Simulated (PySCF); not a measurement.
# F2OSe: the cost of one run

Computed with PySCF 2.14.0, with density-fitted response routines of our own, on a single molecule in the gas phase. Atoms count from 0, in the outputs and in this text.

## 1. The starting structure

4 atoms, charge 0, multiplicity 1; geometry from: GFN2-xTB. The atoms were then displaced at random by about 0.03 Å, so the start is not that level's minimum.

Bonds of the start (Å): O0–Se1 1.45, Se1–F2 1.80, Se1–F3 1.74.

## 2. Optimising the geometry at PBE0-D3(BJ)/def2-SVP

What the job is given:

```
{"job": {"xc": "PBE0", "basis": "def2-SVP", "d3": "d3bj", "grid": 1, "shake": 0.03, "kind": "geom"}, "charge": 0, "multiplicity": 1}
O     -0.117730     1.375210    -0.203520
Se    -0.038330     0.162380     0.593260
F      1.336020    -0.647930    -0.234230
F     -1.076210    -0.970550    -0.231690
```

Started as:

```
OMP_NUM_THREADS=1 python probes_run.py task.json out
```

The driver reads the jobs from task.json and runs them one after another.

**Question.** How long does this first job take on 1 thread of Intel Xeon 6975P-C, shared host, and how much memory does it need?

About 5.8 s, with a peak of 0.31 GiB.
